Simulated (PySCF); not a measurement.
# C₄H₅BrO: magnetic properties

Wanted: magnetic properties for C₄H₅BrO (`C[C@@H]1OC=C1Br`).

Computed with PySCF 2.14.0 and routines of our own; the level stands in each step. Atoms count from 0.

### Step 1. The starting structure

11 atoms, charge 0, multiplicity 1; geometry from: GFN2-xTB.

### Step 2. Magnetic properties: GIAO PBE0/pcSseg-1

Job settings and geometry (Å):

```
{"job": {"kind": "mag", "xc": "PBE0", "basis": "pcSseg-1", "isotopologues": 2}, "charge": 0, "multiplicity": 1}
C     -1.412361    -0.204136     0.360540
C     -0.171868    -0.255026    -0.500679
O      0.794041    -1.258251    -0.082032
C      1.712457    -0.254528     0.137585
C      0.916019     0.754549    -0.226516
Br     1.012120     2.612572    -0.349959
H     -1.135068    -0.128836     1.409393
H     -2.002490    -1.105055     0.215505
H     -2.005890     0.664037     0.084346
H     -0.412641    -0.391720    -1.557391
H      2.711105    -0.430937     0.483245
```

Method: GIAO PBE0/pcSseg-1 magnetisability, rotational g tensor and spin-rotation constants, non-relativistic, gas phase.

Run with:

```sh
$ OMP_NUM_THREADS=1 python excited_run.py task.json out
```

This one command runs all jobs of the session in turn.

The program printed:

```text
coarse grid: 45592 points
cycle   1  E = -2803.8119910841  dE = -2.134e-01  |g| = 8.728e-01  |ddm| = 3.227e+00
cycle   2  E = -2803.6986013576  dE =  1.134e-01  |g| = 1.017e+00  |ddm| = 1.298e+00
cycle   3  E = -2803.8521618807  dE = -1.536e-01  |g| = 3.691e-01  |ddm| = 1.126e+00
cycle   4  E = -2803.8766571411  dE = -2.450e-02  |g| = 9.054e-02  |ddm| = 3.220e-01
cycle   5  E = -2803.8781367286  dE = -1.480e-03  |g| = 3.594e-02  |ddm| = 9.340e-02
cycle   6  E = -2803.8784351872  dE = -2.985e-04  |g| = 7.552e-03  |ddm| = 3.059e-02
cycle   7  E = -2803.8784468395  dE = -1.165e-05  |g| = 1.297e-03  |ddm| = 7.163e-03
cycle   8  E = -2803.8784472408  dE = -4.013e-07  |g| = 2.887e-04  |ddm| = 1.365e-03
final grid: 95976 points
cycle   9  E = -2803.8784786247  dE = -3.136e-08  |g| = 2.676e-04  |ddm| = 1.456e-03
cycle  10  E = -2803.8784786208  dE =  3.857e-09  |g| = 2.809e-04  |ddm| = 5.350e-04
cycle  11  E = -2803.8784786388  dE = -1.793e-08  |g| = 5.485e-05  |ddm| = 2.927e-04
cycle  12  E = -2803.8784786393  dE = -5.612e-10  |g| = 1.077e-05  |ddm| = 4.804e-05
converged SCF energy = -2803.8784786393

Magnetisability tensor (1e-30 J/T^2)
    -1119.97       10.07       32.77
       10.07    -1211.91       10.34
       32.77       10.34    -1173.57
isotropic -1168.49   principal values   -1214.57  -1188.13  -1102.76
isotropic susceptibility -70.368 1e-6 cm^3/mol

Inertial axes            a          b          c
rot. const./GHz      5.2363     1.3418     1.1138
chi total           -72.472    -68.322    -70.310
chi diamagnetic    -333.321   -899.018  -1086.415
chi paramagnetic    260.850    830.695   1016.105
quadrupole/D A       -4.758      5.432     -0.675
g nuclear            0.6204     0.5118     0.5248
g electronic        -0.6417    -0.5237    -0.5317
g total             -0.0213    -0.0118    -0.0069

Spin-rotation constants (kHz, H = +C I.J)
atom  isotope        aa         bb         cc
  5   79Br        2.390      2.732      1.861
  6     1H       -0.639     -0.137      0.026
  7     1H        0.058     -0.127     -0.119
  8     1H       -0.318     -0.039     -0.123
  9     1H       -0.549     -0.134      0.079
 10     1H       -0.525      0.097     -0.094
  0    13C*       0.823      0.185      0.152
  1    13C*       1.175      0.342      0.314
  2    17O*      -1.268     -0.326     -0.150
  3    13C*       2.277      0.508      0.303
  4    13C*       2.298      0.337      0.217
* in the singly substituted isotopologue

Isotopologues: g along a, b, c
2H    at 6,7,8,9,10        -0.0179    -0.0110    -0.0064
13C   at 0                 -0.0209    -0.0116    -0.0069
```

It took 22 s on 1 thread of Arm Neoverse V1, shared host; peak memory 0.77 GiB.

From this job:

| quantity | value |
| --- | --- |
| magnetisability | -1168·10⁻³⁰ J/T² |
| molar susceptibility | -70.4·10⁻⁶ cm³/mol |
| rotational g (a, b, c) | -0.0213, -0.0118, -0.0069 |

### Step 3. Magnetic properties: GIAO BLYP/6-31G

Settings changed since step 2:

```diff
@@ -1,2 +1,2 @@
-{"job": {"kind": "mag", "xc": "PBE0", "basis": "pcSseg-1", "isotopologues": 2}, "charge": 0, "multiplicity": 1}
+{"job": {"kind": "mag", "xc": "BLYP", "basis": "6-31G", "scf": {"conv": 1e-07}}, "charge": 0, "multiplicity": 1}
 C     -1.412361    -0.204136     0.360540
```

Level: GIAO BLYP/6-31G magnetisability, rotational g tensor and spin-rotation constants, non-relativistic, gas phase.

The program printed:

```text
final grid: 95976 points
cycle   1  E = -2804.1209183025  dE = -1.580e-01  |g| = 6.705e-01  |ddm| = 3.515e+00
cycle   2  E = -2803.4898122795  dE =  6.311e-01  |g| = 1.821e+00  |ddm| = 2.310e+00
cycle   3  E = -2804.1790071026  dE = -6.892e-01  |g| = 3.831e-01  |ddm| = 2.006e+00
cycle   4  E = -2804.2131379160  dE = -3.413e-02  |g| = 1.522e-01  |ddm| = 5.572e-01
cycle   5  E = -2804.2177616723  dE = -4.624e-03  |g| = 8.153e-02  |ddm| = 2.313e-01
cycle   6  E = -2804.2194108052  dE = -1.649e-03  |g| = 1.490e-02  |ddm| = 8.517e-02
cycle   7  E = -2804.2194755666  dE = -6.476e-05  |g| = 3.911e-03  |ddm| = 2.379e-02
cycle   8  E = -2804.2194784289  dE = -2.862e-06  |g| = 9.375e-04  |ddm| = 4.251e-03
cycle   9  E = -2804.2194786241  dE = -1.952e-07  |g| = 3.353e-04  |ddm| = 1.598e-03
cycle  10  E = -2804.2194786547  dE = -3.060e-08  |g| = 8.594e-05  |ddm| = 6.960e-04
converged SCF energy = -2804.2194786547

Magnetisability tensor (1e-30 J/T^2)
    -1087.06        7.87       28.64
        7.87    -1199.56       12.44
       28.64       12.44    -1132.83
isotropic -1139.81   principal values   -1201.87  -1145.52  -1072.06
isotropic susceptibility -68.641 1e-6 cm^3/mol

Inertial axes            a          b          c
rot. const./GHz      5.2363     1.3418     1.1138
chi total           -71.700    -66.341    -67.883
chi diamagnetic    -332.993   -899.352  -1087.285
chi paramagnetic    261.294    833.011   1019.403
quadrupole/D A       -5.812      5.504      0.308
g nuclear            0.6204     0.5118     0.5248
g electronic        -0.6428    -0.5251    -0.5334
g total             -0.0224    -0.0133    -0.0086

Spin-rotation constants (kHz, H = +C I.J)
atom  isotope        aa         bb         cc
  5   79Br        2.201      2.513      1.749
  6     1H       -0.674     -0.148      0.023
  7     1H        0.033     -0.137     -0.129
  8     1H       -0.355     -0.046     -0.133
  9     1H       -0.581     -0.147      0.076
 10     1H       -0.555      0.087     -0.105
  0    13C*       0.753      0.172      0.143
  1    13C*       1.088      0.322      0.313
  2    17O*      -1.276     -0.336     -0.174
  3    13C*       2.002      0.457      0.281
  4    13C*       2.023      0.319      0.209
* in the singly substituted isotopologue
```

Wall time 13 s (1 thread of Arm Neoverse V1, shared host); peak memory 0.58 GiB.

In short:

```
              quantity                      value
       magnetisability           -1140·10⁻³⁰ J/T²
  molar susceptibility         -68.6·10⁻⁶ cm³/mol
rotational g (a, b, c)  -0.0224, -0.0133, -0.0086
```

### Step 4. Magnetic properties: GIAO HCTH407/pcSseg-0

Settings changed since step 3:

```diff
@@ -1,2 +1,2 @@
-{"job": {"kind": "mag", "xc": "BLYP", "basis": "6-31G", "scf": {"conv": 1e-07}}, "charge": 0, "multiplicity": 1}
+{"job": {"kind": "mag", "xc": "HCTH407", "basis": "pcSseg-0"}, "charge": 0, "multiplicity": 1}
 C     -1.412361    -0.204136     0.360540
```

Level: GIAO HCTH407/pcSseg-0 magnetisability, rotational g tensor and spin-rotation constants, non-relativistic, gas phase.

The program printed:

```text
coarse grid: 45592 points
cycle   1  E = -2802.6465749401  dE = -8.916e-01  |g| = 5.893e-01  |ddm| = 3.899e+00
cycle   2  E = -2802.1677283903  dE =  4.788e-01  |g| = 1.600e+00  |ddm| = 2.181e+00
cycle   3  E = -2802.6942311439  dE = -5.265e-01  |g| = 2.850e-01  |ddm| = 1.849e+00
cycle   4  E = -2802.7115249983  dE = -1.729e-02  |g| = 1.424e-01  |ddm| = 4.963e-01
cycle   5  E = -2802.7160999815  dE = -4.575e-03  |g| = 5.995e-02  |ddm| = 2.126e-01
cycle   6  E = -2802.7169781238  dE = -8.781e-04  |g| = 1.085e-02  |ddm| = 6.771e-02
cycle   7  E = -2802.7170105068  dE = -3.238e-05  |g| = 2.160e-03  |ddm| = 1.715e-02
cycle   8  E = -2802.7170114607  dE = -9.538e-07  |g| = 4.318e-04  |ddm| = 2.918e-03
final grid: 95976 points
cycle   9  E = -2802.7171295445  dE =  1.491e-07  |g| = 1.108e-03  |ddm| = 2.980e-03
cycle  10  E = -2802.7171275442  dE =  2.000e-06  |g| = 3.139e-03  |ddm| = 4.706e-03
cycle  11  E = -2802.7171298029  dE = -2.259e-06  |g| = 2.917e-04  |ddm| = 3.570e-03
cycle  12  E = -2802.7171298252  dE = -2.226e-08  |g| = 2.483e-05  |ddm| = 3.717e-04
cycle  13  E = -2802.7171298253  dE = -1.564e-10  |g| = 7.301e-06  |ddm| = 3.376e-05
converged SCF energy = -2802.7171298253

Magnetisability tensor (1e-30 J/T^2)
    -1137.23        8.61       29.98
        8.61    -1209.70       10.35
       29.98       10.35    -1173.71
isotropic -1173.55   principal values   -1212.48  -1189.53  -1118.63
isotropic susceptibility -70.673 1e-6 cm^3/mol

Inertial axes            a          b          c
rot. const./GHz      5.2363     1.3418     1.1138
chi total           -72.461    -69.213    -70.344
chi diamagnetic    -332.947   -899.697  -1087.550
chi paramagnetic    260.486    830.484   1017.207
quadrupole/D A       -6.208      5.770      0.439
g nuclear            0.6204     0.5118     0.5248
g electronic        -0.6408    -0.5235    -0.5323
g total             -0.0204    -0.0117    -0.0075

Spin-rotation constants (kHz, H = +C I.J)
atom  isotope        aa         bb         cc
  5   79Br        3.037      2.830      1.878
  6     1H       -0.688     -0.153      0.023
  7     1H        0.031     -0.143     -0.130
  8     1H       -0.363     -0.051     -0.135
  9     1H       -0.613     -0.152      0.070
 10     1H       -0.578      0.081     -0.111
  0    13C*       0.798      0.180      0.153
  1    13C*       1.152      0.340      0.324
  2    17O*      -1.290     -0.366     -0.163
  3    13C*       2.221      0.499      0.299
  4    13C*       2.183      0.350      0.212
* in the singly substituted isotopologue
```

It took 11 s on 1 thread of Arm Neoverse V1, shared host; peak memory 0.5 GiB.

In short:

```
              quantity                      value
       magnetisability           -1174·10⁻³⁰ J/T²
  molar susceptibility         -70.7·10⁻⁶ cm³/mol
rotational g (a, b, c)  -0.0204, -0.0117, -0.0075
```

### Step 5. The levels compared

```csv
level,ξ (10⁻³⁰ J/T²),g(a),g(b),gap (eV),functions,time
GIAO PBE0/pcSseg-1,-1168,-0.0213,-0.0118,6.59,151,22 s
GIAO BLYP/6-31G,-1140,-0.0224,-0.0133,4.52,82,13 s
GIAO HCTH407/pcSseg-0,-1174,-0.0204,-0.0117,4.59,80,11 s
```

### Step 6. Outcome

| quantity | value |
| --- | --- |
| magnetisability (step 2, GIAO PBE0/pcSseg-1) | -1168·10⁻³⁰ J/T² |
| molar susceptibility (step 2, GIAO PBE0/pcSseg-1) | -70.4·10⁻⁶ cm³/mol |
| rotational g (a, b, c) (step 2, GIAO PBE0/pcSseg-1) | -0.0213, -0.0118, -0.0069 |
| magnetisability over the levels | -1174 to -1140·10⁻³⁰ J/T² |

**Reading.** Steps that list no spin-orbit terms leave them out, which matters at and beside the heavy atoms. The magnetisability spreads by 2.9 % over 3 levels, from GIAO HCTH407/pcSseg-0 (11 s) to GIAO BLYP/6-31G (13 s); the runs took 11 s to 22 s. Vibrational averaging and real surroundings are missing from these values.
